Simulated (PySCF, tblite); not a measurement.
# C₅H₁₀N₂Si: dynamics, then NMR shifts on frames

Aim: move C₅H₁₀N₂Si (`CN[SiH2]n1cccc1`) away from its starting geometry and see how NMR shifts follow the geometry.

Computed with tblite 0.8.0 and PySCF 2.14.0, with density-fitted response routines of our own, on a single molecule in the gas phase. Atoms are numbered from 0 throughout.

### 1 The molecule as given

18 atoms, charge 0, multiplicity 1; geometry from: GFN2-xTB.

Bonds of the start (Å): C0–N1 1.44, N1–Si2 1.71, Si2–N3 1.75, N3–C4 1.37, C4–C5 1.36, C5–C6 1.42, C6–C7 1.36, C7–N3 1.37, C0–H8 1.09, C0–H9 1.09, C0–H10 1.10, N1–H11 1.01, Si2–H12 1.47, Si2–H13 1.47, C4–H14 1.07, C5–H15 1.07, C6–H16 1.07, C7–H17 1.07.

### 2 Thermal motion with GFN2-xTB

Job settings and geometry (Å):

```
{"job": {"kind": "md", "xc": "GFN2-xTB", "basis": "xTB", "temperature": 400, "steps": 2000, "every": 50, "frames": 5}, "charge": 0, "multiplicity": 1}
C      3.082437     0.922236     0.048734
N      1.651602     0.744321     0.093991
Si     0.901072    -0.793320     0.045698
N     -0.808502    -0.446440    -0.025032
C     -1.801142    -1.307801     0.349057
C     -3.014798    -0.758549     0.069694
C     -2.764796     0.506076    -0.514015
C     -1.412951     0.658762    -0.559154
H      3.325725     1.907144    -0.352922
H      3.508411     0.164057    -0.603520
H      3.549432     0.825064     1.034658
H      1.199357     1.480244     0.617160
H      1.355471    -1.453425    -1.181273
H      1.074821    -1.672711     1.211021
H     -1.555074    -2.252866     0.790663
H     -3.976673    -1.195726     0.254401
H     -3.500636     1.209103    -0.853788
H     -0.822518     1.470150    -0.935590
```

Level: GFN2-xTB Langevin dynamics, gas phase.

The run is started by

```
$ OMP_NUM_THREADS=1 python probes_run.py task.json out
```

The driver reads the jobs from task.json and runs them one after another.

Standard output:

```text
t/fs     T/K      E/eV
    0.0   339.3   -637.17903
   25.0   255.9   -636.67458
   50.0   276.1   -636.48658
   75.0   291.0   -636.43889
  100.0   365.1   -636.54452
  125.0   455.3   -636.52393
  150.0   262.0   -636.13399
  175.0   317.0   -636.21657
  200.0   442.6   -636.37595
  225.0   368.8   -636.47743
  250.0   302.1   -636.31410
  275.0   389.8   -636.46749
  300.0   405.8   -636.42288
  325.0   427.7   -636.41604
  350.0   443.2   -636.48718
  375.0   307.6   -636.51370
  400.0   278.0   -636.33678
  425.0   282.4   -636.64527
  450.0   365.9   -636.79814
  475.0   304.1   -636.54186
  500.0   262.2   -636.57954
  525.0   404.9   -636.51914
  550.0   364.4   -636.44856
  575.0   294.0   -636.38254
  600.0   380.3   -636.43664
  625.0   307.8   -636.36278
  650.0   391.3   -636.27808
  675.0   335.4   -636.35722
  700.0   376.2   -636.52568
  725.0   353.1   -636.48144
  750.0   325.2   -636.46114
  775.0   305.5   -636.43855
  800.0   235.5   -636.45014
  825.0   349.2   -636.48536
  850.0   425.5   -636.31697
  875.0   300.4   -635.85699
  900.0   455.8   -636.29461
  925.0   364.0   -636.45239
  950.0   206.0   -636.36460
  975.0   254.1   -636.28568
 1000.0   254.7   -636.35937
```

Run time: 15 s. Hardware: 1 thread of Arm Neoverse V1, shared host; peak memory 0.18 GiB.

Distance from the start (root mean square after alignment): 0 fs 0.00 Å, 200 fs 0.87 Å, 400 fs 0.54 Å, 600 fs 0.47 Å, 800 fs 0.84 Å, 1000 fs 0.80 Å.

Positions (Å) and forces (eV/Å) at 1000 fs:

```xyz
18

C     3.093    0.623    0.970   -0.097   -0.576   -0.075
N     1.701    0.311    0.532   -0.574    0.896    1.502
Si    1.184   -1.375    0.433   -0.798    1.703   -2.259
N    -0.551   -1.397   -0.052    2.275    0.279    0.211
C    -1.079   -2.126   -1.048   -0.665   -0.626   -0.348
C    -2.424   -1.867   -1.145    0.796    0.880    1.158
C    -2.712   -0.843   -0.161   -0.026   -1.040   -1.236
C    -1.512   -0.608    0.428   -1.347   -0.333   -0.539
H     3.111    1.552    1.598    0.124   -0.972   -0.684
H     3.751    0.729    0.074   -0.577    0.176    0.622
H     3.510   -0.253    1.538   -0.264    0.928   -0.208
H     1.051    1.009    1.054    1.115   -1.714   -1.347
H     1.815   -2.055   -0.746   -0.051    0.355    0.674
H     1.170   -2.021    1.666    0.205   -0.991    1.544
H    -0.416   -2.816   -1.537   -0.380   -0.064   -0.238
H    -3.098   -2.430   -1.709   -0.788   -0.248   -0.804
H    -3.648   -0.327    0.034    0.400   -0.407   -0.132
H    -1.385   -0.087    1.284    0.653    1.754    2.160
```

### 3 NMR shieldings: 250 fs, PBE0/pcSseg-1

Job settings and geometry (Å):

```
{"job": {"kind": "nmr", "xc": "PBE0", "basis": "pcSseg-1", "pop": false}, "charge": 0, "multiplicity": 1}
C      2.790000     0.482400     1.299000
N      1.401900     0.152900     1.083400
Si     0.796100    -0.883000    -0.189400
N     -0.972000    -0.767700    -0.138300
C     -1.802100    -1.777400    -0.486500
C     -2.986200    -1.126300    -0.874200
C     -2.816000     0.279200    -0.766200
C     -1.528900     0.480000    -0.389000
H      3.409100    -0.366400     1.660200
H      2.741600     1.190100     2.111900
H      3.174000     0.872500     0.399300
H      0.721700     0.574600     1.697200
H      1.198800    -0.383500    -1.630400
H      1.140000    -2.338800     0.003100
H     -1.396500    -2.768800    -0.467900
H     -3.924500    -1.511900    -0.971900
H     -3.533100     1.011900    -0.963400
H     -1.074900     1.424100    -0.400600
```

Level: GIAO PBE0/pcSseg-1 NMR shielding, non-relativistic, gas phase.

Standard output:

```text
coarse grid: 15384 points
cycle   1  E = -594.8965609866  dE =  1.249e+00  |g| = 5.133e-01  |ddm| = 3.894e+00
cycle   2  E = -594.8435788279  dE =  5.298e-02  |g| = 6.998e-01  |ddm| = 1.209e+00
cycle   3  E = -594.9610113944  dE = -1.174e-01  |g| = 1.041e-01  |ddm| = 7.720e-01
cycle   4  E = -594.9631393051  dE = -2.128e-03  |g| = 4.885e-02  |ddm| = 1.252e-01
cycle   5  E = -594.9636566658  dE = -5.174e-04  |g| = 1.224e-02  |ddm| = 4.475e-02
cycle   6  E = -594.9636850721  dE = -2.841e-05  |g| = 4.256e-03  |ddm| = 1.242e-02
cycle   7  E = -594.9636888207  dE = -3.749e-06  |g| = 4.308e-04  |ddm| = 3.734e-03
final grid: 143672 points
cycle   8  E = -595.0067627755  dE = -3.565e-05  |g| = 8.560e-03  |ddm| = 3.193e-02
cycle   9  E = -595.0067554633  dE =  7.312e-06  |g| = 1.043e-02  |ddm| = 1.741e-02
cycle  10  E = -595.0067807045  dE = -2.524e-05  |g| = 1.033e-03  |ddm| = 9.530e-03
cycle  11  E = -595.0067809077  dE = -2.033e-07  |g| = 3.115e-04  |ddm| = 9.420e-04
cycle  12  E = -595.0067809258  dE = -1.802e-08  |g| = 9.636e-05  |ddm| = 3.019e-04
cycle  13  E = -595.0067809278  dE = -1.998e-09  |g| = 4.301e-05  |ddm| = 1.275e-04
cycle  14  E = -595.0067809282  dE = -4.395e-10  |g| = 7.213e-06  |ddm| = 4.050e-05
converged SCF energy = -595.0067809282

GIAO shielding tensors (ppm)
atom      isotropic    diamagn.    paramagn.     s11        s22        s33       span
  0 C      158.904     241.327     -82.423    128.884    157.766    190.061     61.178
  1 N      254.022     330.285     -76.263    198.441    274.586    289.038     90.597
  2 Si     376.791     882.393    -505.602    334.153    375.585    420.635     86.482
  3 N       82.454     332.122    -249.668     12.150     32.980    202.231    190.081
  4 C       58.342     252.388    -194.046    -23.951     55.660    143.316    167.268
  5 C       67.235     255.862    -188.626     -2.392     44.026    160.072    162.464
  6 C       59.491     259.265    -199.774    -42.732     56.521    164.684    207.417
  7 C       56.238     251.190    -194.952    -34.603     64.981    138.336    172.939
  8 H       28.555      26.525       2.030     23.137     26.813     35.714     12.577
  9 H       28.733      27.525       1.209     23.526     26.936     35.739     12.213
 10 H       29.410      29.014       0.396     23.448     28.264     36.518     13.069
 11 H       30.991      37.439      -6.448     21.779     30.809     40.386     18.607
 12 H       25.175      29.737      -4.562     22.554     23.270     29.700      7.146
 13 H       25.664      30.605      -4.941     21.745     24.480     30.767      9.022
 14 H       24.453      30.782      -6.329     21.046     24.648     27.664      6.617
 15 H       26.237      31.855      -5.617     23.771     26.996     27.945      4.174
 16 H       24.952      33.607      -8.655     23.313     24.650     26.893      3.579
 17 H       24.591      34.405      -9.813     20.933     24.306     28.535      7.602
```

It took 26 s on 1 thread of Arm Neoverse V1, shared host; peak memory 0.93 GiB.

Shifts follow as δ = σ(reference) − σ, with reference shieldings (ppm) from runs at the same level and on the same kind of geometry: ¹H TMS 31.72, ¹³C TMS 186.9, ²⁹Si TMS 349.2, ¹⁵N NH3 267.7. The references are single molecules in the gas phase, so shifts against H2O, NH3, PH3, H3PO4 or CFCl3 are not on the usual liquid scales and can be off by tens of ppm. Each atom is listed at this fixed geometry, with no averaging over motion; a spectrum would average atoms that exchange fast.

| atoms | environment | σ (ppm) | δ (ppm) |
| --- | --- | --- | --- |
| C7 | aromatic CH next to a ring nitrogen | 56.2 | 130.7 |
| C4 | aromatic CH next to a ring nitrogen | 58.3 | 128.6 |
| C6 | aromatic CH | 59.5 | 127.4 |
| C5 | aromatic CH | 67.2 | 119.7 |
| C0 | methyl carbon bonded to N | 158.9 | 28.0 |
| H14 | hydrogen on an aromatic CH next to a ring nitrogen | 24.45 | 7.26 |
| H17 | hydrogen on an aromatic CH next to a ring nitrogen | 24.59 | 7.13 |
| H16 | hydrogen on an aromatic CH | 24.95 | 6.76 |
| H12 | hydrogen on a silicon bonded to 2 N | 25.17 | 6.54 |
| H13 | hydrogen on a silicon bonded to 2 N | 25.66 | 6.05 |
| H15 | hydrogen on an aromatic CH | 26.24 | 5.48 |
| H8 | hydrogen on a methyl carbon bonded to N | 28.55 | 3.16 |
| H9 | hydrogen on a methyl carbon bonded to N | 28.73 | 2.98 |
| H10 | hydrogen on a methyl carbon bonded to N | 29.41 | 2.31 |
| H11 | hydrogen on a nitrogen bonded to C, Si | 30.99 | 0.73 |
| N3 | pyrrole-type ring nitrogen | 82.5 | 185.3 |
| N1 | nitrogen bonded to C, Si, H | 254.0 | 13.7 |
| Si2 | silicon bonded to 2 N, 2 H | 376.8 | -27.6 |

Ring of atoms N3, C4, C5, C6, C7: NICS(0) -12.6, NICS(1) -11.3, NICS(1)zz -30.3 ppm (means of both faces).

### 4 Nuclear shieldings: 425 fs, PBE0/pcSseg-1

Job settings and geometry (Å):

```
{"job": {"kind": "nmr", "xc": "PBE0", "basis": "pcSseg-1", "pop": false}, "charge": 0, "multiplicity": 1}
C      2.820800     0.180500     1.992100
N      1.642100    -0.114100     1.268900
Si     1.362600    -1.158600    -0.093300
N     -0.382000    -1.035100    -0.263900
C     -1.142400    -1.820100    -1.114300
C     -2.445200    -1.490000    -1.027200
C     -2.461200    -0.321800    -0.254300
C     -1.221800    -0.010800     0.127000
H      2.582300     0.359000     3.074600
H      3.320700     1.093500     1.675900
H      3.608800    -0.510200     1.855900
H      0.924900     0.574500     1.439800
H      1.925400    -0.792500    -1.386900
H      1.709600    -2.498900     0.290100
H     -0.734500    -2.614100    -1.671100
H     -3.267100    -2.061600    -1.470000
H     -3.429200     0.136300     0.051100
H     -0.911300     0.851000     0.708200
```

With the program's defaults for keys left out, this is: GIAO PBE0/pcSseg-1 NMR shielding, non-relativistic, gas phase.

Standard output:

```text
coarse grid: 15384 points
cycle   1  E = -594.9004139154  dE =  1.368e+00  |g| = 5.266e-01  |ddm| = 3.925e+00
cycle   2  E = -594.8543335609  dE =  4.608e-02  |g| = 6.917e-01  |ddm| = 1.200e+00
cycle   3  E = -594.9679766176  dE = -1.136e-01  |g| = 9.899e-02  |ddm| = 7.238e-01
cycle   4  E = -594.9697572147  dE = -1.781e-03  |g| = 5.023e-02  |ddm| = 1.212e-01
cycle   5  E = -594.9703098512  dE = -5.526e-04  |g| = 1.117e-02  |ddm| = 4.639e-02
cycle   6  E = -594.9703325002  dE = -2.265e-05  |g| = 4.574e-03  |ddm| = 1.217e-02
cycle   7  E = -594.9703368382  dE = -4.338e-06  |g| = 4.305e-04  |ddm| = 3.922e-03
final grid: 143672 points
cycle   8  E = -595.0128506676  dE = -2.874e-05  |g| = 8.376e-03  |ddm| = 2.847e-02
cycle   9  E = -595.0128420510  dE =  8.617e-06  |g| = 1.054e-02  |ddm| = 1.688e-02
cycle  10  E = -595.0128677092  dE = -2.566e-05  |g| = 9.840e-04  |ddm| = 9.301e-03
cycle  11  E = -595.0128678977  dE = -1.885e-07  |g| = 3.244e-04  |ddm| = 9.771e-04
cycle  12  E = -595.0128679185  dE = -2.075e-08  |g| = 1.040e-04  |ddm| = 3.248e-04
cycle  13  E = -595.0128679208  dE = -2.357e-09  |g| = 3.582e-05  |ddm| = 1.197e-04
cycle  14  E = -595.0128679211  dE = -2.860e-10  |g| = 5.374e-06  |ddm| = 3.375e-05
converged SCF energy = -595.0128679211

GIAO shielding tensors (ppm)
atom      isotropic    diamagn.    paramagn.     s11        s22        s33       span
  0 C      159.453     235.268     -75.815    133.012    150.617    194.730     61.718
  1 N      258.736     329.137     -70.401    215.978    247.943    312.286     96.307
  2 Si     385.099     882.314    -497.215    343.632    378.847    432.817     89.186
  3 N       98.943     330.783    -231.840     18.191     82.413    196.224    178.033
  4 C       57.724     249.018    -191.294    -26.633     57.770    142.036    168.669
  5 C       67.531     260.698    -193.167    -26.273     68.621    160.245    186.518
  6 C       71.886     255.159    -183.273     -7.253     60.677    162.235    169.488
  7 C       67.399     252.807    -185.408    -11.609     70.982    142.823    154.432
  8 H       28.054      24.829       3.225     22.375     25.879     35.909     13.534
  9 H       28.965      26.920       2.045     23.593     26.781     36.521     12.928
 10 H       29.720      26.594       3.126     25.579     27.405     36.175     10.597
 11 H       31.323      38.346      -7.023     18.485     33.012     42.471     23.986
 12 H       26.091      30.973      -4.882     22.370     24.495     31.407      9.038
 13 H       26.572      30.557      -3.985     22.905     24.948     31.864      8.958
 14 H       25.293      30.503      -5.210     21.806     26.416     27.658      5.853
 15 H       24.608      30.916      -6.308     22.407     24.907     26.511      4.104
 16 H       24.813      30.311      -5.498     21.647     25.332     27.459      5.811
 17 H       24.957      33.868      -8.911     20.016     25.982     28.873      8.857
```

Run time: 26 s. Hardware: 1 thread of Arm Neoverse V1, shared host; peak memory 0.86 GiB.

Key values: δ C4 129.2, C7 119.5, C5 119.4, C6 115.0, H15 7.11, H16 6.90 ppm.

(Part 1 of 2 ends here.)
